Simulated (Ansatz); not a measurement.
**ZrSi3 (AuCu3 type): how the settings move a single-point run**

How sensitive is a single-point run of ZrSi3 (AuCu3 type) to its settings? A reference run comes first, then four runs with altered input.

Method: reference: DFT PBE, scalar-relativistic, plane waves, PAW, in Ansatz 0.2.0.

1 further run of the same task is left out (it didn't finish).

**1. The system as given**

It takes space group Pm-3m (No. 221, cubic). Conventional cell: a = 3.990 Å, b = 3.990 Å, c = 3.990 Å, α = 90.00°, β = 90.00°, γ = 90.00°. Zr (site symmetry m-3m) is surrounded by 12 Si at 2.82 Å. Around Si (site symmetry 4/mmm) lie 4 Zr at 2.82 Å and 8 Si at 2.82 Å.

Structure file:

```cif
data_structure
_symmetry_space_group_name_H-M 'P 1'
_symmetry_Int_Tables_number 1
_cell_length_a 3.9899
_cell_length_b 3.9899
_cell_length_c 3.9899
_cell_angle_alpha 90.000
_cell_angle_beta 90.000
_cell_angle_gamma 90.000
_cell_volume 63.52
loop_
_atom_site_label
_atom_site_type_symbol
_atom_site_fract_x
_atom_site_fract_y
_atom_site_fract_z
_atom_site_occupancy
Zr1 Zr 0.00000 0.00000 0.00000 1
Si1 Si 0.00000 0.50000 0.50000 1
Si2 Si 0.50000 0.50000 0.00000 1
Si3 Si 0.50000 0.00000 0.50000 1
```

**2. The reference run**

input.yaml

```yaml
crystal:
  lattice:
    - [3.9899433751, 0.0, 0.0]
    - [0.0, 3.9899433751, 0.0]
    - [0.0, 0.0, 3.9899433751]
  atoms:
    - { symbol: Zr, position: [0.0, 0.0, 0.0] }
    - { symbol: Si, position: [0.0, 0.5, 0.5] }
    - { symbol: Si, position: [0.5, 0.5, 0.0] }
    - { symbol: Si, position: [0.5, 0.0, 0.5] }
basis:
  ecutwfc: 420
  ecutrho_ratio: 4
kpoints:
  mp_grid: { grid: [8, 8, 8] }
hamiltonian:
  xc: pbe
scf:
  occupations: { method: gaussian, width: 0.05 }
output:
  forces: true
  stress: true
  eigenvalues: true
```

On the command line:

```bash
ansatz run input.yaml --threads 2 --pin off --max-ram 2662MiB --backend cpu --events-out ev --progress --plain --runs-dir out
```

**3. A run with other settings**

Edit input.yaml of step 2 so:

```diff
@@ -19,2 +19,4 @@
   occupations: { method: gaussian, width: 0.05 }
+  convergence: { dr2_threshold: 0.0001 }
+  initial_density: { chi_scale: 0.1 }
 output:
@@ -22,2 +24 @@
   stress: true
-  eigenvalues: true
```

**5. Variant: mp_grid.shift [0.5, 0.5, 0.5], accuracy medium**

Edit input.yaml of step 2 so:

```diff
@@ -14,3 +14,3 @@
 kpoints:
-  mp_grid: { grid: [8, 8, 8] }
+  mp_grid: { grid: [8, 8, 8], shift: [0.5, 0.5, 0.5] }
 hamiltonian:
@@ -22,2 +22,2 @@
   stress: true
-  eigenvalues: true
+accuracy: medium
```

**6. Variant: pseudopotentials.kind paw, pseudopotentials.source jth, occupations.method cold, occupations.width 0.1**

Edit input.yaml of step 2 so:

```diff
@@ -17,4 +17,5 @@
   xc: pbe
+  pseudopotentials: { kind: paw, source: jth }
 scf:
-  occupations: { method: gaussian, width: 0.05 }
+  occupations: { method: cold, width: 0.1 }
 output:
@@ -22,2 +23 @@
   stress: true
-  eigenvalues: true
```

**7. Changing settings: pseudopotentials.kind nc**

Edit input.yaml of step 2 so:

```diff
@@ -17,2 +17,3 @@
   xc: pbe
+  pseudopotentials: { kind: nc }
 scf:
@@ -22,2 +23 @@
   stress: true
-  eigenvalues: true
```

(Steps that only read results are left out.)

Before running it: what results should come out? Wanted: for each run, ending; energy change; pressure; gap; force.

**Answer**, as computed:

| run | ending | energy change | pressure (GPa) | gap (eV) | force (eV/Å) | cycles | time |
| --- | --- | --- | --- | --- | --- | --- | --- |
| reference | converged | 0 | 0.0 | 0.00 | 0.00 | 6 | 1.1 s |
| 1: dr2_threshold 0.0001, chi_scale 0.1 | converged | 0.0 meV/atom | 0.0 | 0.00 | 0.00 | 5 | 1 s |
| 2: mp_grid.shift [0.5, 0.5, 0.5], accuracy medium | converged | +7.8 meV/atom | -0.2 | 0.00 | 0.00 | 6 | 0.69 s |
| 3: pseudopotentials.kind paw, pseudopotentials.source jth, occupations.method cold, occupations.width 0.1 | converged | not comparable | 0.1 | 0.00 | 0.00 | 8 | 1.4 s |
| 4: pseudopotentials.kind nc | converged | not comparable | -0.1 | 0.00 | 0.00 | 7 | 1.1 s |

Residual by cycle in the longest SCF loop of each run; runs are numbered as in the table. The quantity is the density residual dr2, in eV.

| cycle | reference | run 1 | run 2 | run 3 | run 4 |
| --- | --- | --- | --- | --- | --- |
| 1 | 0.0317 | 1.21 | 0.0543 | 1.28 | 1.16 |
| 2 | 0.00656 | 0.317 | 0.0127 | 0.342 | 0.34 |
| 3 | 4.8e-4 | 0.0155 | 7.2e-4 | 0.0201 | 0.00806 |
| 4 | 5.2e-6 | 2.4e-4 | 1.1e-5 | 4.3e-4 | 2.0e-4 |
| 5 | 1.1e-7 | 1.1e-5 | 2.6e-7 | 1.9e-5 | 5.9e-6 |
| 6 | 6.0e-9 | - | 3.2e-9 | 8.6e-7 | 7.5e-8 |
| 7 | - | - | - | 3.4e-7 | 1.7e-9 |
| 8 | - | - | - | 2.8e-9 | - |

What this shows: Of the converged runs whose energies compare with the reference's, «mp_grid.shift [0.5, 0.5, 0.5], accuracy medium» moves the energy most (+7.8 meV/atom) and «dr2_threshold 0.0001, chi_scale 0.1» least (0.0 meV/atom). Runs 3 and 4 ran under the cutoff that the potentials recommend, as the log warns, so basis error is mixed into their values, and swamps them where the cutoff is far short.
